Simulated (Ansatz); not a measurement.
# Sn2Te3Se: the cost of one run

Computed with Ansatz 0.2.0 (DFT PBE, scalar-relativistic, plane waves, PAW, unless a step's input says otherwise).

### 1 The starting structure

It takes space group P6/mmm (No. 191, hexagonal). The conventional cell has a = 6.871 Å, b = 6.871 Å, c = 5.237 Å, α = 90.00°, β = 90.00°, γ = 120.00°. Sn (site symmetry -6m2) is surrounded by 3 Te at 1.98 Å. Te (site symmetry mmm) has 2 Sn at 1.98 Å in its first shell of neighbours. Around Se (site symmetry 6/mmm) lie 6 Te at 3.44 Å.

Structure file:

```cif
data_structure
_symmetry_space_group_name_H-M 'P6/mmm'
_symmetry_Int_Tables_number 191
_cell_length_a 6.8705
_cell_length_b 6.8705
_cell_length_c 5.2374
_cell_angle_alpha 90.000
_cell_angle_beta 90.000
_cell_angle_gamma 120.000
_cell_volume 214.10
loop_
_atom_site_label
_atom_site_type_symbol
_atom_site_symmetry_multiplicity
_atom_site_Wyckoff_symbol
_atom_site_fract_x
_atom_site_fract_y
_atom_site_fract_z
_atom_site_occupancy
Sn1 Sn 2 d 0.33333 0.66667 0.50000 1
Te1 Te 3 g 0.50000 0.00000 0.50000 1
Se1 Se 1 b 0.00000 0.00000 0.50000 1
```

The cell is invented: random cell by space group and Wyckoff sites (P6/mmm, No. 191). Its size is a rough estimate.

### 2 Probe: one point on a coarse mesh

Contents of input.yaml:

```yaml
crystal:
  lattice:
    - [6.87054048, 0.0, 0.0]
    - [-3.43527024, 5.9500626, 0.0]
    - [0.0, 0.0, 5.23736025]
  atoms:
    - { symbol: Sn, position: [0.33333333, 0.66666667, 0.5] }
    - { symbol: Sn, position: [0.66666667, 0.33333333, 0.5] }
    - { symbol: Te, position: [0.5, 0.0, 0.5] }
    - { symbol: Te, position: [0.0, 0.5, 0.5] }
    - { symbol: Te, position: [0.5, 0.5, 0.5] }
    - { symbol: Se, position: [0.0, 0.0, 0.5] }
basis:
  ecutwfc: 420
kpoints:
  mp_grid: { grid: [3, 3, 4] }
hamiltonian:
  xc: pbe
scf:
  occupations: { method: gaussian, width: 0.1 }
  lower_state_search: "off"
output:
  forces: true
  stress: true
  eigenvalues: true
```

Run with:

```console
$ ansatz run input.yaml --threads 1 --pin off --max-ram 2560MiB --backend cpu --events-out ev --progress --plain --runs-dir out
```

Q: Estimate wall time and peak memory on 1 thread of Intel Xeon at 2.70GHz, shared host.

About 10 s, with a peak of 0.52 GiB.
